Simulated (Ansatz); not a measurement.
InSb3, 4 atoms in the cell. It takes space group Fm-3m (No. 225, cubic). The conventional cell has a = 7.589 Å, b = 7.589 Å, c = 7.589 Å, α = 90.00°, β = 90.00°, γ = 90.00°. Sb (site symmetry m-3m) is surrounded by 8 Sb at 3.29 Å. Sb (site symmetry -43m) has 4 In at 3.29 Å and 4 Sb at 3.29 Å as nearest neighbours. In (site symmetry m-3m) has 8 Sb at 3.29 Å as nearest neighbours. The cell comes from a database or a generator and needn't be the stable form of this composition.

```yaml
Program: Ansatz 0.2.0
Task: band structure
Functional: PBEsol
Potentials_or_basis: Ansatz PAW
Cutoff: "420 eV (not typed: the program's choice for these potentials)"
k_mesh: 6 × 6 × 6
Occupations: fermi-dirac, width 0.05 eV
Spin: spin-orbit coupling, no magnetisation
Path: "[[\"G\", \"X\", \"W\", \"K\", \"G\", \"L\", \"U\", \"W\", \"L\", \"K\"], [\"U\", \"X\"]]"
Points_for_each_segment_of_the_path: 14
```

Potentials or basis: Ansatz PAW.

Command:

```console
$ ansatz run input.yaml --threads 2 --pin off --max-ram 5632MiB --backend cpu --events-out ev --progress --plain --runs-dir out
```

Hardware: 2 threads of Intel(R) Xeon(R) Platinum 8488C (Sapphire Rapids), with other jobs on the host.

Problem. How long does it take, and how much memory?

Solution. It took 89 s on 2 threads of Intel(R) Xeon(R) Platinum 8488C (Sapphire Rapids) (shared host), peak memory 1.4 GiB. Counts: scf iterations 7, plane waves 2109, k points 16, bands 68.
